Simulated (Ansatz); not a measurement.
**AlH₂Se radical (SMILES [AlH][SeH]): single points off equilibrium**

One table from this session's results is given with a row withheld; the runs are named, their logs left out.

Computed with Ansatz 0.2.0, Gaussian basis. Level: single points in def2-TZVPP.

Correlated methods freeze the cores. Filled d shells of the heavier atoms are correlated. Orbitals are unrestricted.

**The starting structure**

SMILES `[AlH][SeH]`, 4 atoms, charge 0, spin multiplicity 2.

Atoms are counted from 1 here; the program's logs count them from 0.

Bond lengths: Al1–Se2 2.284 Å, Al1–H3 1.521 Å, Se2–H4 1.414 Å. Angles: Se2–Al1–H3 119.6°, Al1–Se2–H4 91.8°.

Geometry (Å):

| atom | x (Å) | y (Å) | z (Å) |
| --- | --- | --- | --- |
| Al1 | -0.0744 | -1.0675 | -0.1536 |
| Se2 | 0.7496 | 1.0139 | -0.6093 |
| H3 | -0.1548 | -1.5432 | 1.2887 |
| H4 | -0.5356 | 1.5941 | -0.5096 |

The first run:

run/in.yaml reads:

```yaml
crystal:
  periodic: [false, false, false]
  atoms:
    - {symbol: Al, position_ang: [-0.074400, -1.067500, -0.153600]}
    - {symbol: Se, position_ang: [0.749600, 1.013900, -0.609300]}
    - {symbol: H, position_ang: [-0.154800, -1.543200, 1.288700]}
    - {symbol: H, position_ang: [-0.535600, 1.594100, -0.509600]}
basis:
  gaussian: {orbitals: def2-TZVPP}
magnetization: {spin_polarized: true, initial_magnetization: 1}
correlation: {method: ccsd_t}
scf: {omitted_lower_state_checks: [cluster_reference]}
output: {forces: true}
```

The command line of these runs was not kept.

Among the steps run: CCSD(T)/def2-TZVPP; PBE0-D4/def2-TZVPP; wB97M-V/def2-TZVPP; r2SCAN-D4/def2-TZVPP; PBE-D4/def2-TZVPP; wB97X-V/def2-TZVPP; BHLYP-D4/def2-TZVPP.

One table of the session follows, with a row left open; its other results are not shown here.

| method | RMS force component (eV/Å) | angle to CCSD(T) forces (°) | dipole (D) |
| --- | --- | --- | --- |
| CCSD(T) | 0.777 | reference | 0.86 |
| PBE0-D4 | 0.818 | 3.3 | 0.85 |
| wB97M-V | 0.774 | 1.7 | 1.01 |
| r2SCAN-D4 | 0.803 | 2.7 | 0.84 |
| PBE-D4 | ? | ? | ? |
| wB97X-V | 0.778 | 3.1 | 0.92 |
| BHLYP-D4 | 0.716 | 2.3 | 0.98 |

Estimate the missing values for PBE-D4.

The run gave: RMS force component (eV/Å): 0.943; angle to CCSD(T) forces (°): 3.2; dipole (D): 0.73. In the column «RMS force component (eV/Å)» it is the highest.
